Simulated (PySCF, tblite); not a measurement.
# C6H11ClSi: geometry, infrared bands and NMR shifts

What infrared bands and NMR shifts should C6H11ClSi (`C=C=C(C)[Si@@H](Cl)CC`) show?

The runs use tblite 0.8.0 and PySCF 2.14.0, with density-fitted response routines of our own; the level of theory stands in each step. All values are computed, except where a source is named. Atoms count from 0, in the outputs and in this text.

## Step 1: The molecule as given

19 atoms, charge 0, multiplicity 1; geometry from: force field or distance geometry start.

Bonds of the start (Å): C0–C1 1.29, C1–C2 1.30, C2–C3 1.50, C2–Si4 1.83, Si4–Cl5 2.06, Si4–C6 1.86, C6–C7 1.53, C0–H8 1.09, C0–H9 1.09, C3–H10 1.10, C3–H11 1.08, C3–H12 1.10, Si4–H13 1.49, C6–H14 1.10, C6–H15 1.09, C7–H16 1.09, C7–H17 1.11, C7–H18 1.09.

## Step 2: Geometry optimisation with GFN2-xTB

Job settings and geometry (Å):

```
{"job": {"kind": "relax", "xc": "GFN2-xTB", "basis": "xTB"}, "charge": 0, "multiplicity": 1}
C     -2.474900     0.106800     1.065800
C     -1.626000    -0.204900     0.140700
C     -0.760800    -0.545800    -0.774600
C     -0.966200    -1.682400    -1.729400
Si     0.753300     0.468500    -0.955600
Cl     0.200300     1.910100    -2.317400
C      1.357500     1.284700     0.599000
C      1.841700     0.340900     1.701900
H     -3.170300     0.926800     0.913100
H     -2.548200    -0.454300     1.995500
H     -1.901100    -2.226200    -1.508800
H     -1.022000    -1.346600    -2.757300
H     -0.152900    -2.412800    -1.625300
H      1.841600    -0.329600    -1.594900
H      0.556400     1.922200     1.013500
H      2.180100     1.957200     0.360100
H      2.181600     0.912200     2.568100
H      1.032000    -0.335100     2.033800
H      2.668100    -0.282700     1.358600
```

Launch:

```bash
$ OMP_NUM_THREADS=1 python probes_run.py task.json out
```

This one command runs all jobs of the session in turn.

**Question.** This job is followed by: GFN2-xTB harmonic vibrations, gas phase; GIAO PBE0/pcSseg-1 NMR shielding, non-relativistic, gas phase. What will the session give for the following? strongest single infrared mode (GFN2-xTB); zero-point energy (GFN2-xTB); ¹³C shifts against TMS (PBE0/pcSseg-1); ¹H shifts against TMS (PBE0/pcSseg-1, means over atoms taken as alike); ²⁹Si shifts against TMS (PBE0/pcSseg-1); ³⁵Cl shifts against HCl (PBE0/pcSseg-1); surface potential, 1st and 99th percentile.

The runs gave:

| quantity | value |
| --- | --- |
| strongest single infrared mode (GFN2-xTB) | 650 cm⁻¹, 315 km/mol |
| zero-point energy (GFN2-xTB) | 93.0 kcal/mol |
| ¹³C shifts against TMS (PBE0/pcSseg-1) | 220.4, 93.5, 73.3, 19.1, 13.8, 9.4 ppm |
| ¹H shifts against TMS (PBE0/pcSseg-1, means over atoms taken as alike) | 5.23, 4.71, 1.94, 1.27, 1.11, 1.08 ppm |
| ²⁹Si shifts against TMS (PBE0/pcSseg-1) | 1.4 ppm |
| ³⁵Cl shifts against HCl (PBE0/pcSseg-1) | -17 ppm |
| surface potential, 1st and 99th percentile | -0.62 V and 0.92 V |

In words: The optimisation took 143 steps and gained 0.181 eV; among the close pairs (by a distance rule), C2–Si4 changed most, from 1.831 to 1.894 Å. All 51 modes are real, so the xTB geometry is a minimum. The strongest single mode, at 650 cm⁻¹, moves mainly H13. GFN2-xTB is a fitted tight-binding method: band positions and strengths are rough. Its intensities can rank the bands wrongly. The most deshielded carbon is C1 (central carbon of an allene), at 220.4 ppm: the central sp carbon of an allene is among the most deshielded carbons of hydrocarbons. At PBE0/pcSseg-1: The largest span, 156 ppm, is at C2, where the paramagnetic term is -174 ppm.
